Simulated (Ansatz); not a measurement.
# CH₆GeSSi: a ladder of functionals and wavefunction methods

The task here is to estimate one member of a computed series from the others.

Method: functionals in def2-TZVPP, the program's frozen cores in correlated methods; program: Ansatz 0.2.0, Gaussian basis.

Levels to be run: PBE-D4, r2SCAN-D4, PBE0-D4, B3LYP-D4, ωB97X-V, ωB97M-V, B2PLYP; CCSD(T)/def2-TZVPP; MP2/def2-QZVPP; extrapolation to the limit.

### Structure used throughout

The geometry comes from an earlier relaxation with PBE0-D4 in a triple-zeta def2 set; it is a stationary point, not always the lowest conformer.

10 atoms, charge 0, spin multiplicity 1.

Atoms are counted from 1 here; the program's logs count them from 0.

Bond lengths: Si1–Ge2 2.362 Å, Si1–H5 1.487 Å, Si1–H6 1.484 Å, Si1–H7 1.484 Å, Ge2–C3 1.939 Å, Ge2–S4 2.206 Å, Ge2–H8 1.533 Å, C3–S4 1.834 Å, C3–H9 1.085 Å, C3–H10 1.085 Å. Angles: Ge2–Si1–H5 110.5°, Ge2–Si1–H6 106.9°, Ge2–Si1–H7 109.9°, H5–Si1–H6 110.0°, H5–Si1–H7 109.2°, H6–Si1–H7 110.3°, Si1–Ge2–C3 118.7°, Si1–Ge2–S4 113.8°, Si1–Ge2–H8 121.8°, C3–Ge2–S4 52.0°, C3–Ge2–H8 116.1°, S4–Ge2–H8 114.3°, Ge2–C3–S4 71.5°, Ge2–C3–H9 118.2°, Ge2–C3–H10 117.5°, S4–C3–H9 114.5°, S4–C3–H10 114.4°, H9–C3–H10 114.0° and more.

Geometry (Å):

```csv
atom,x (Å),y (Å),z (Å)
Si1,-1.46239,1.07943,0.34322
Ge2,0.19512,-0.14330,-0.81283
C3,1.62513,-0.96693,0.20578
S4,0.36414,-2.24550,-0.16574
H5,-1.25660,2.54003,0.15666
H6,-1.33583,0.72788,1.77904
H7,-2.80858,0.70901,-0.16081
H8,0.47021,0.08059,-2.30407
H9,1.71591,-0.71649,1.25773
H10,2.57598,-1.11591,-0.29598
```

Set-up of the first run:

Contents of in.yaml:

```yaml
crystal:
  periodic: [false, false, false]
  atoms:
    - {symbol: Si, position_ang: [-1.462394, 1.079425, 0.343222]}
    - {symbol: Ge, position_ang: [0.195122, -0.143305, -0.812827]}
    - {symbol: C, position_ang: [1.625131, -0.966930, 0.205779]}
    - {symbol: S, position_ang: [0.364143, -2.245501, -0.165742]}
    - {symbol: H, position_ang: [-1.256599, 2.540030, 0.156656]}
    - {symbol: H, position_ang: [-1.335834, 0.727883, 1.779041]}
    - {symbol: H, position_ang: [-2.808576, 0.709012, -0.160813]}
    - {symbol: H, position_ang: [0.470215, 0.080591, -2.304066]}
    - {symbol: H, position_ang: [1.715910, -0.716489, 1.257730]}
    - {symbol: H, position_ang: [2.575981, -1.115914, -0.295981]}
basis:
  gaussian: {orbitals: def2-TZVPP}
hamiltonian: {xc: pbe, dispersion: d4}
output: {forces: true, orbitals: {seedname: orbitals}}
```

Run with:

```sh
$ ansatz run in.yaml --threads 4 --pin off --events-out ev --progress --plain --max-ram 10444MiB
```

Among the steps run: PBE-D4 (GGA); r2SCAN-D4 (meta-GGA); PBE0-D4 (hybrid); B3LYP-D4 (hybrid); ωB97X-V (range-separated); ωB97M-V (range-separated); B2PLYP (double hybrid); CCSD(T) in def2-TZVPP; MP2 in def2-QZVPP.

One table of the session follows, with a row left open; its other results are not shown here.

It belongs to the step «Atomisation energies». 

| method | atomisation energy (kJ/mol) |
| --- | --- |
| PBE-D4 | 3121.0 |
| r2SCAN-D4 | 3114.6 |
| PBE0-D4 | ? |
| B3LYP-D4 | 3077.6 |
| ωB97X-V | 3123.6 |
| ωB97M-V | 3095.7 |
| B2PLYP | 3044.9 |
| HF/def2-TZVPP | 2232.6 |
| MP2/def2-TZVPP | 3040.7 |
| CCSD/def2-TZVPP | 2978.9 |
| CCSD(T)/def2-TZVPP | 3029.1 |
| MP2/CBS | 3122.7 |
| CCSD(T)/CBS | 3111.1 |

Q: Estimate the row for PBE0-D4 from the others.

The run gave: atomisation energy (kJ/mol): 3092.0. In the column «atomisation energy (kJ/mol)» it lies between B3LYP-D4 (3077.6) and ωB97M-V (3095.7).
